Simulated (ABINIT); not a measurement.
# Si2Te (P6/mmm) in ABINIT: reference runs

Aim: a first look at Si2Te with PBE, on the cell as given and on a disturbed one.

Program: ABINIT 10.8.3 (patched build). These are calculated values, not measurements. Logs are shortened: lines on timing, memory, paths and dates and some standing lists are left out, and cuts for length are marked. The log counts tension as positive stress, the text compression.

## Step 1: The crystal as given

Symmetry: P6/mmm, No. 191, hexagonal system. The conventional cell has a = 4.170 Å, b = 4.170 Å, c = 4.263 Å, α = 90.00°, β = 90.00°, γ = 120.00°. Si (site symmetry -6m2) has 3 Si at 2.41 Å as nearest neighbours. Te (site symmetry 6/mmm) is surrounded by 12 Si at 3.22 Å.

The cell was built by a generator and needn't be a form met in nature.

## Step 2: Single point, PBE

run.abi

```
# Pseudopotentials
pp_dirpath "./"
pseudos "Si.GGA_PBE-JTH.xml, Te.GGA_PBE-JTH.xml"

# Structure
structure "poscar:POSCAR"
natom 3

# Plane-wave basis
ecut 408.170794 eV
pawecutdg 30.0
pawxcdev 0

# k points
kptopt 1
ngkpt 7 7 6
nshiftk 1
shiftk 0.0 0.0 0.0

# Exchange and correlation
ixc 11

# Bands and occupations
nband 11
occopt 3
tsmear 0.05 eV

# SCF cycle
nstep 100
tolvrs 1.0e-9

# Output
iomode 3
prtwf 0
prtden 0
prteig 0
prtebands 0
```

POSCAR

```
Si2Te
1.0
    4.1704600000      0.0000000000      0.0000000000
   -2.0852300000      3.6117300000      0.0000000000
    0.0000000000      0.0000000000      4.2632500000
Si Te
2 1
Direct
    0.3333300000      0.6666700000      0.5000000000  Si
    0.6666700000      0.3333300000      0.5000000000  Si
    0.0000000000      0.0000000000      0.0000000000  Te
```

Potentials or basis: JTH PAW PBE v2.0.

Run with:

```sh
$ abinit run.abi > log 2>&1
```

run.abo:

```text
.Version 10.8.3 of ABINIT
 Symmetries : space group P6/m m m (#191); Bravais hP (primitive hexag.)
================================================================================
 Values of the parameters that define the memory need of the present run
     intxc =       0    ionmov =       0      iscf =      17    lmnmax =       8
     lnmax =       4     mgfft =      30  mpssoang =       2    mqgrid =    3001
     natom =       3  nloc_mem =       2    nspden =       1   nspinor =       1
    nsppol =       1      nsym =      24    n1xccc =       1    ntypat =       2
    occopt =       3   xclevel =       2
       mpw =        1216          nfft =       27000          nkpt =          32
 PAW method is used; the additional fine FFT grid is defined by:
   mgfftf=        40    nfftf =     64000
================================================================================
================================================================================

--------------------------------------------------------------------------------
------------- Echo of variables that govern the present computation ------------
--------------------------------------------------------------------------------
 -outvars: echo values of preprocessed input variables --------
            acell      7.8810318788E+00  7.8810318788E+00  8.0563749063E+00 Bohr
              amu      2.80855000E+01  1.27600000E+02
             ecut      1.50000000E+01 Hartree
              ixc          11
         kptrlatt        7    0    0      0    7    0      0    0    6
          kptrlen      4.83382494E+01
            natom           3
            nband          11
            ngfft          30      30      30
          ngfftdg          40      40      40
             nkpt          32
            nstep         100
             nsym          24
           ntypat           2
           occopt           3
        pawecutdg      3.00000000E+01 Hartree
         pawxcdev           0
           prtden           0
        prtebands           0
           prteig           0
            prtwf           0
            rprim      1.0000000000E+00  0.0000000000E+00  0.0000000000E+00
                      -5.0000000000E-01  8.6602540378E-01  0.0000000000E+00
                       0.0000000000E+00  0.0000000000E+00  1.0000000000E+00
          spgroup         191
           tolvrs      1.00000000E-09
           tsmear      1.83746611E-03 Hartree
            typat      1  1  2
           useylm           1
           xangst      1.1649055525E-18  2.4078176273E+00  2.1316250000E+00
                       2.0852312329E+00  1.2039088136E+00  2.1316250000E+00
                       0.0000000000E+00  0.0000000000E+00  0.0000000000E+00
            xcart      2.2013524568E-18  4.5501158767E+00  4.0281874531E+00
                       3.9405159394E+00  2.2750579383E+00  4.0281874531E+00
                       0.0000000000E+00  0.0000000000E+00  0.0000000000E+00
             xred      3.3333333333E-01  6.6666666667E-01  5.0000000000E-01
                       6.6666666667E-01  3.3333333333E-01  5.0000000000E-01
                       0.0000000000E+00  0.0000000000E+00  0.0000000000E+00
            znucl       14.00000   52.00000

================================================================================

 chkinp: Checking input parameters for consistency.

================================================================================
== DATASET  1 ==================================================================

--- !DatasetInfo
iteration_state: {dtset: 1, }
dimensions: {natom: 3, nkpt: 32, mband: 11, nsppol: 1, nspinor: 1, nspden: 1, mpw: 1216, }
cutoff_energies: {ecut:  15.0, pawecutdg:  30.0, }
electrons: {nelect:   1.40000000E+01, charge:   0.00000000E+00, occopt:   3.00000000E+00, tsmear:   1.83746611E-03, }
meta: {optdriver: 0, ionmov: 0, optcell: 0, iscf: 17, paral_kgb: 0, }
...

 Exchange-correlation functional for the present dataset will be:
  GGA: Perdew-Burke-Ernzerhof functional - ixc=11
  J.P.Perdew, K.Burke, M.Ernzerhof, PRL 77, 3865 (1996)

 Real(R)+Recip(G) space primitive vectors, cartesian coordinates (Bohr,Bohr^-1):
 R(1)=  7.8810319  0.0000000  0.0000000  G(1)=  0.1268869  0.0732582  0.0000000
 R(2)= -3.9405159  6.8251738  0.0000000  G(2)=  0.0000000  0.1465164  0.0000000
 R(3)=  0.0000000  0.0000000  8.0563749  G(3)=  0.0000000  0.0000000  0.1241253
 Unit cell volume ucvol=  4.3334767E+02 bohr^3
 Angles (23,13,12)=  9.00000000E+01  9.00000000E+01  1.20000000E+02 degrees

 Coarse grid specifications (used for wave-functions):

 getcut: wavevector=  0.0000  0.0000  0.0000  ngfft=  30  30  30
         ecut(hartree)=     15.000   => boxcut(ratio)=   2.13585

[... 59 lines left out ...]
lattice_vectors:
- [  7.8810319,   0.0000000,   0.0000000, ]
- [ -3.9405159,   6.8251738,   0.0000000, ]
- [  0.0000000,   0.0000000,   8.0563749, ]
lattice_lengths: [   7.88103,    7.88103,    8.05637, ]
lattice_angles: [ 90.000,  90.000, 120.000, ] # degrees, (23, 13, 12)
lattice_volume:   4.3334767E+02
convergence: {deltae: -3.413E-09, res2:  4.709E-10, residm:  5.999E-06, diffor: null, }
etotal    :  -1.62478419E+01
entropy   :   0.00000000E+00
fermie    :   2.03366299E-02
cartesian_stress_tensor: # hartree/bohr^3
- [  1.35148651E-05,   0.00000000E+00,   0.00000000E+00, ]
- [  0.00000000E+00,   1.35148651E-05,   0.00000000E+00, ]
- [  0.00000000E+00,   0.00000000E+00,  -7.53997167E-06, ]
pressure_GPa:  -1.9114E-01
xred      :
- [  3.3333E-01,   6.6667E-01,   5.0000E-01, Si]
- [  6.6667E-01,   3.3333E-01,   5.0000E-01, Si]
- [  0.0000E+00,   0.0000E+00,   0.0000E+00, Te]
cartesian_forces: # hartree/bohr
- [ -1.42358961E-30,   4.10954922E-29,  -0.00000000E+00, ]
- [  7.11794805E-31,  -4.15064471E-29,  -0.00000000E+00, ]
- [  7.11794805E-31,   4.10954922E-31,  -0.00000000E+00, ]
force_length_stats: {min:   8.21909844E-31, max:   4.15125500E-29, mean:   2.78182007E-29, }
...

 Integrated electronic density in atomic spheres:
 ------------------------------------------------
 Atom  Sphere_radius  Integrated_density
    1        1.90945          1.45737405
    2        1.90945          1.45737405
    3        2.31107          3.07664332

================================================================================

 ----iterations are completed or convergence reached----

 Mean square residual over all n,k,spin=   47.394E-09; max=  59.993E-07
 reduced coordinates (array xred) for    3 atoms
       0.333333333333      0.666666666667      0.500000000000
       0.666666666667      0.333333333333      0.500000000000
       0.000000000000      0.000000000000      0.000000000000
 rms dE/dt=  1.3498E-28; max dE/dt=  2.8609E-28; dE/dt below (all hartree)
    1       0.000000000000     -0.000000000000      0.000000000000
    2       0.000000000000      0.000000000000      0.000000000000
    3       0.000000000000      0.000000000000      0.000000000000

 cartesian coordinates (angstrom) at end:
    1      0.00000000000000     2.40781762727813     2.13162500000000
    2      2.08523123290284     1.20390881363907     2.13162500000000
    3      0.00000000000000     0.00000000000000     0.00000000000000

 cartesian forces (hartree/bohr) at end:
    1     -0.00000000000000     0.00000000000000    -0.00000000000000
    2      0.00000000000000    -0.00000000000000    -0.00000000000000
    3      0.00000000000000     0.00000000000000    -0.00000000000000
 frms,max,avg= 1.9478859E-29 4.1506447E-29   0.000E+00  0.000E+00  0.000E+00 h/b

 cartesian forces (eV/Angstrom) at end:
    1     -0.00000000000000     0.00000000000000    -0.00000000000000
    2      0.00000000000000    -0.00000000000000    -0.00000000000000
    3      0.00000000000000     0.00000000000000    -0.00000000000000
 frms,max,avg= 1.0016432E-27 2.1343473E-27   0.000E+00  0.000E+00  0.000E+00 e/A
 length scales=  7.881031878751  7.881031878751  8.056374906276 bohr
              =  4.170462465806  4.170462465806  4.263250000000 angstroms
 Fermi (or HOMO) energy (hartree) =   0.02034   Average Vxc (hartree)=  -0.37474
 Eigenvalues (hartree) for nkpt=  32  k points:
 kpt#   1, nband= 11, wtk=  0.00340, kpt=  0.0000  0.0000  0.0000 (reduced coord)
  -0.47631   -0.26997   -0.14715   -0.07170   -0.07170   -0.05474   -0.05474   -0.02541
   0.10731    0.15232    0.19223
      occupation numbers for kpt#   1
   2.00000    2.00000    2.00000    2.00000    2.00000    2.00000    2.00000    2.00000
   0.00000    0.00000    0.00000
 prteigrs : prtvol=0 or 1, do not print more k-points.

--- !EnergyTerms
iteration_state     : {dtset: 1, }
comment             : Components of total free energy in Hartree
kinetic             :  5.36021106476235E+00
hartree             :  5.32691580164397E-01
xc                  : -8.83193345973534E+00
Ewald energy        : -1.80465940425880E+01
psp_core            :  3.86480996645409E+00
local_psp           : -1.53932652137474E+00
PAW spherical_terms :  2.41268265939879E+00
internal            : -1.62474587529184E+01
'-kT*entropy'       : -3.82983873040133E-04
total_energy        : -1.62478417367914E+01
total_energy_eV     : -4.42126297163403E+02
...

--- !EnergyTermsDC
iteration_state     : {dtset: 1, }
comment             : '"Double-counting" decomposition of free energy'
band_energy         : -2.55766960068523E+00
Ewald energy        : -1.80465940425880E+01
psp_core            :  3.86480996645409E+00
xc_dc               : -2.96072348349527E+00
PAW spherical_terms :  3.45271827205275E+00
internal            : -1.62474588882616E+01
'-kT*entropy'       : -3.82983873040133E-04
total_energy_dc     : -1.62478418721347E+01
total_energy_dc_eV  : -4.42126300846279E+02
...

--- !EnergyTermsWithPAWCore
iteration_state     : {dtset: 1, }
comment             : 'Components of total free energy, including PAW core contributions'
Total energy        : -7.37462184327668E+03
Total energy DC     : -7.37462184341203E+03
Total energy (eV)   : -2.00673683395450E+05
Total energy DC (eV): -2.00673683399133E+05
...

 Cartesian components of stress tensor (hartree/bohr^3)
  sigma(1 1)=  1.35148651E-05  sigma(3 2)=  0.00000000E+00
  sigma(2 2)=  1.35148651E-05  sigma(3 1)=  0.00000000E+00
  sigma(3 3)= -7.53997167E-06  sigma(2 1)=  0.00000000E+00

-Cartesian components of stress tensor (GPa)         [Pressure= -1.9114E-01 GPa]
- sigma(1 1)=  3.97621058E-01  sigma(3 2)=  0.00000000E+00
- sigma(2 2)=  3.97621058E-01  sigma(3 1)=  0.00000000E+00
- sigma(3 3)= -2.21833625E-01  sigma(2 1)=  0.00000000E+00

== END DATASET(S) ==============================================================
================================================================================

 -outvars: echo values of variables after computation  --------
            acell      7.8810318788E+00  7.8810318788E+00  8.0563749063E+00 Bohr
           etotal     -1.6247841872E+01
            fcart     -1.4235896097E-30  4.1095492219E-29 -0.0000000000E+00
                       7.1179480486E-31 -4.1506447142E-29 -0.0000000000E+00
                       7.1179480486E-31  4.1095492219E-31 -0.0000000000E+00
            rprim      1.0000000000E+00  0.0000000000E+00  0.0000000000E+00
                      -5.0000000000E-01  8.6602540378E-01  0.0000000000E+00
                       0.0000000000E+00  0.0000000000E+00  1.0000000000E+00
           strten      1.3514865062E-05  1.3514865062E-05 -7.5399716745E-06
                       0.0000000000E+00  0.0000000000E+00  0.0000000000E+00
           xangst      1.1649055525E-18  2.4078176273E+00  2.1316250000E+00
                       2.0852312329E+00  1.2039088136E+00  2.1316250000E+00
                       0.0000000000E+00  0.0000000000E+00  0.0000000000E+00
             xred      3.3333333333E-01  6.6666666667E-01  5.0000000000E-01
                       6.6666666667E-01  3.3333333333E-01  5.0000000000E-01
                       0.0000000000E+00  0.0000000000E+00  0.0000000000E+00
 Calculation completed.
```

It took 20 s on 1 thread of Arm Neoverse V1, shared host; peak memory 0.1 GiB.

Results:

- Free energy: -442.1263 eV
- Pressure: -0.2 GPa
- Band gap on the k mesh: none (metal or under the smearing width)
- Valence electrons inside the program's atomic spheres: Si 1.46; Te 3.08

Spin-orbit coupling is left out, which matters for the levels of Te.

## Step 3: Single point, PBE (atoms moved at random, drawn with an rms of 0.05 Å)

run.abi: that of step 2 with these lines changed.

```diff
@@ -5,4 +5,18 @@
 # Structure
-structure "poscar:POSCAR"
+acell 3*1.0 Angstrom
+rprim
+     4.1704600000     0.0000000000     0.0000000000
+    -2.0852300000     3.6117300000     0.0000000000
+     0.0000000000     0.0000000000     4.2632500000
+ntypat 2
+znucl 14 52
 natom 3
+typat 1 1 2
+xred
+     0.3249770000     0.6781840000     0.4878800000
+     0.6714000000     0.3368290000     0.4963820000
+     0.0165280000     0.0073780000    -0.0022170000
+chkprim 0
+chksymtnons 0
+tolsym 1.0e-6
 
@@ -34,4 +48,7 @@
 prtwf 0
-prtden 0
 prteig 0
 prtebands 0
+prtden 1
+prtvha 1
+prtvclmb 1
+prtpot 1
```

Potentials or basis: JTH PAW PBE v2.0.

Run with:

```sh
$ abinit run.abi > log 2>&1
```

run.abo:

```text
.Version 10.8.3 of ABINIT
 Symmetries : space group P1 (#  1); Bravais aP (primitive triclinic)
================================================================================
 Values of the parameters that define the memory need of the present run
     intxc =       0    ionmov =       0      iscf =      17    lmnmax =       8
     lnmax =       4     mgfft =      30  mpssoang =       2    mqgrid =    3001
     natom =       3  nloc_mem =       2    nspden =       1   nspinor =       1
    nsppol =       1      nsym =       1    n1xccc =       1    ntypat =       2
    occopt =       3   xclevel =       2
       mpw =        1216          nfft =       27000          nkpt =         148
 PAW method is used; the additional fine FFT grid is defined by:
   mgfftf=        40    nfftf =     64000
================================================================================
================================================================================

[... 277 lines left out ...]
================================================================================

 -outvars: echo values of variables after computation  --------
            acell      1.8897261259E+00  1.8897261259E+00  1.8897261259E+00 Bohr
           etotal     -1.6247071377E+01
            fcart      1.0150708947E-02 -3.3581434202E-03 -9.7762567722E-04
                      -1.0499254948E-02  3.7058584052E-03  1.8203743337E-03
                       3.4854600141E-04 -3.4771498499E-04 -8.4274865644E-04
            rprim      4.1704600000E+00  0.0000000000E+00  0.0000000000E+00
                      -2.0852300000E+00  3.6117300000E+00  0.0000000000E+00
                       0.0000000000E+00  0.0000000000E+00  4.2632500000E+00
           strten      3.2906278861E-05 -2.9223158892E-05 -1.0057857748E-05
                      -1.0263761169E-06  2.8686941936E-06 -7.9248351238E-05
           xangst     -5.8866042900E-02  2.4494174983E+00  2.0799544100E+00
                       2.0976809083E+00  1.2165354042E+00  2.1162005615E+00
                       5.3544535940E-02  2.6647343940E-02 -9.4516252500E-03
             xred      3.2497700000E-01  6.7818400000E-01  4.8788000000E-01
                       6.7140000000E-01  3.3682900000E-01  4.9638200000E-01
                       1.6528000000E-02  7.3780000000E-03 -2.2170000000E-03
 Calculation completed.
```

It took 1.9 min on 1 thread of Arm Neoverse V1, shared host; peak memory 0.15 GiB.

What came out:

| Property | Result |
| --- | --- |
| Free energy | -442.1053 eV |
| Pressure | 0.1 GPa |
| Largest force | 0.580 eV/Å |
| Band gap on the k mesh | none (metal or under the smearing width) |
| Valence electrons inside the program's atomic spheres | Si 1.45, 1.46; Te 3.06 |

Forces in eV/Å, atoms in the order of the input:
```
Si   0.522 -0.173 -0.050
Si  -0.540  0.191  0.094
Te   0.018 -0.018 -0.043
```
